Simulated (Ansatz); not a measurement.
# CAlClFNO: how energies converge with the basis set

An exercise on one series of results from a longer session: the logs are not shown, and one member is left open.

Program: Ansatz 0.2.0, Gaussian basis. Level of theory: one geometry, several basis sets. These are calculated values, not measurements.

The runs, in order: PBE0-D4/def2-SVP; ωB97M-V/def2-SVP; PBE0-D4/def2-QZVPP; ωB97M-V/def2-QZVPP; the functionals' def2-TZVPP values are taken from earlier runs.

## The relaxed structure

All runs share one geometry, relaxed beforehand with PBE0-D4 in a triple-zeta def2 set.

SMILES `O=C=[N][Al]([F])[Cl]`, 6 atoms, charge 0, spin multiplicity 1.

Atoms are counted from 1 here; the program's logs count them from 0.

Bond lengths: O1–C2 1.162 Å, C2–N3 1.197 Å, N3–Al4 1.741 Å, Al4–F5 1.632 Å, Al4–Cl6 2.064 Å. Angles: O1–C2–N3 179.5°, C2–N3–Al4 174.7°, N3–Al4–F5 119.2°, N3–Al4–Cl6 121.4°, F5–Al4–Cl6 119.4°.

The first run:

Contents of in.yaml:

```yaml
crystal:
  periodic: [false, false, false]
  atoms:
    - {symbol: O, position_ang: [-1.726020, -0.301338, 2.353862]}
    - {symbol: C, position_ang: [-1.034545, -0.244718, 1.421594]}
    - {symbol: N, position_ang: [-0.321414, -0.196297, 0.461826]}
    - {symbol: Al, position_ang: [0.694753, 0.033129, -0.933371]}
    - {symbol: F, position_ang: [1.379245, -1.268219, -1.642371]}
    - {symbol: Cl, position_ang: [1.049982, 1.913444, -1.707840]}
basis:
  gaussian: {orbitals: def2-SVP}
hamiltonian: {xc: pbe0, dispersion: d4}
output: {orbitals: {seedname: orbitals}}
```

Steps of the session up to this table: PBE0-D4 in def2-SVP; ωB97M-V in def2-SVP; PBE0-D4 in def2-QZVPP; ωB97M-V in def2-QZVPP.

One table of the session follows, with a row left open; its other results are not shown here.

It belongs to the step «Density functionals: the series». 

| functional | basis | HOMO (eV) |
| --- | --- | --- |
| PBE0-D4 | def2-SVP | -9.05 |
| PBE0-D4 | def2-TZVPP | -9.17 |
| PBE0-D4 | def2-QZVPP | -9.20 |
| ωB97M-V | def2-SVP | ? |
| ωB97M-V | def2-TZVPP | -11.41 |
| ωB97M-V | def2-QZVPP | -11.45 |

Estimate the missing values for ωB97M-V, def2-SVP.

As computed: HOMO (eV): -11.25. In the column «HOMO (eV)» it lies between ωB97M-V, def2-TZVPP (-11.41) and PBE0-D4, def2-QZVPP (-9.20).
